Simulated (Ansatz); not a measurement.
# C₃H₉AlO: up Jacob's ladder to CCSD(T)

An exercise on one series of results from a longer session: the logs are not shown, and one member is left open.

Method: functionals in def2-TZVPP, the program's frozen cores in correlated methods; program: Ansatz 0.2.0, Gaussian basis.

Plan: LDA (SPW92), PBE-D4, revPBE-D4, BLYP-D4, r2SCAN-D4, B97M-V, PBE0-D4, B3LYP-D4, r2SCANh-D4, r2SCAN0-D4, HSE06-D4, BHLYP-D4, CAM-B3LYP-D4, LC-ωPBE, ωB97X-V, ωB97M-V, B2PLYP, PBE-QIDH; CCSD(T)/def2-SVP; CCSD(T)/def2-TZVPP; MP2/def2-QZVPP; extrapolation to the limit; RPA on PBE.

## The relaxed structure

All runs share one geometry, relaxed beforehand with PBE0-D4 in a triple-zeta def2 set.

SMILES `[CH3][Al]([CH3])[CH2]O`, 14 atoms, charge 0, spin multiplicity 1.

Atoms are counted from 1 here; the program's logs count them from 0.

Bond lengths: C1–Al2 1.960 Å, C1–H6 1.093 Å, C1–H7 1.096 Å, C1–H8 1.097 Å, Al2–C3 1.955 Å, Al2–C4 1.979 Å, C3–H9 1.093 Å, C3–H10 1.095 Å, C3–H11 1.096 Å, C4–O5 1.431 Å, C4–H12 1.104 Å, C4–H13 1.098 Å, O5–H14 0.959 Å. Angles: Al2–C1–H6 112.8°, Al2–C1–H7 111.5°, Al2–C1–H8 111.3°, H6–C1–H7 107.6°, H6–C1–H8 107.0°, H7–C1–H8 106.4°, C1–Al2–C3 122.4°, C1–Al2–C4 116.4°, C3–Al2–C4 121.2°, Al2–C3–H9 113.3°, Al2–C3–H10 111.2°, Al2–C3–H11 110.6°, H9–C3–H10 107.9°, H9–C3–H11 107.4°, H10–C3–H11 106.2°, Al2–C4–O5 115.6°, Al2–C4–H12 111.1°, Al2–C4–H13 108.7° and more.

The first run:

The input, in.yaml:

```yaml
crystal:
  periodic: [false, false, false]
  atoms:
    - {symbol: C, position_ang: [-1.584980, 0.934130, 0.457641]}
    - {symbol: Al, position_ang: [0.116373, -0.011948, 0.233789]}
    - {symbol: C, position_ang: [1.302244, -0.402979, 1.737569]}
    - {symbol: C, position_ang: [0.570427, -0.582002, -1.605803]}
    - {symbol: O, position_ang: [-0.263988, -0.052328, -2.641092]}
    - {symbol: H, position_ang: [-1.733421, 1.302286, 1.475955]}
    - {symbol: H, position_ang: [-1.658801, 1.792652, -0.218863]}
    - {symbol: H, position_ang: [-2.436368, 0.283050, 0.224790]}
    - {symbol: H, position_ang: [2.153353, -1.031567, 1.464281]}
    - {symbol: H, position_ang: [0.762096, -0.903020, 2.548521]}
    - {symbol: H, position_ang: [1.702350, 0.524300, 2.163428]}
    - {symbol: H, position_ang: [0.616739, -1.682039, -1.680648]}
    - {symbol: H, position_ang: [1.593356, -0.254214, -1.834233]}
    - {symbol: H, position_ang: [-1.152181, 0.054480, -2.296535]}
basis:
  gaussian: {orbitals: def2-TZVPP}
hamiltonian: {xc: lda}
output: {orbitals: {seedname: orbitals}}
```

Started as:

```
$ ansatz run in.yaml --threads 4 --pin off --events-out ev --progress --plain --max-ram 10444MiB
```

Steps of the session up to this table: LDA; PBE-D4 (GGA); revPBE-D4 (GGA); BLYP-D4 (GGA); r2SCAN-D4 (meta-GGA); B97M-V (meta-GGA); PBE0-D4 (hybrid); B3LYP-D4 (hybrid); r2SCANh-D4 (hybrid); r2SCAN0-D4 (hybrid); HSE06-D4 (hybrid); BHLYP-D4 (hybrid); CAM-B3LYP-D4 (range-separated); LC-ωPBE (range-separated); ωB97X-V (range-separated); ωB97M-V (range-separated); B2PLYP (double hybrid); PBE-QIDH (double hybrid).

One of the session's tables, all rows but one given; the rest of the session is left out.

It belongs to the step «Orbital energies across the functionals». 

```
  functional  HOMO (eV)  gap (eV)
 LDA (SPW92)      -5.54      3.93
      PBE-D4      -5.40      4.04
   revPBE-D4      -5.34      4.10
     BLYP-D4      -5.31      4.04
   r2SCAN-D4      -5.67      4.65
      B97M-V      -5.77      4.59
     PBE0-D4      -6.82      6.24
    B3LYP-D4      -6.62      5.79
  r2SCANh-D4      -6.21      5.44
  r2SCAN0-D4      -7.01      6.61
    HSE06-D4      -6.42      5.47
    BHLYP-D4      -8.17      8.31
CAM-B3LYP-D4      -8.26      8.56
     LC-ωPBE      -9.59     11.03
     ωB97X-V      -9.24     10.52
     ωB97M-V          ?         ?
```

**Question.** Estimate the row for ωB97M-V.

The run gave: HOMO (eV): -9.13; gap (eV): 10.07. In the column «HOMO (eV)» it lies between ωB97X-V (-9.24) and CAM-B3LYP-D4 (-8.26).
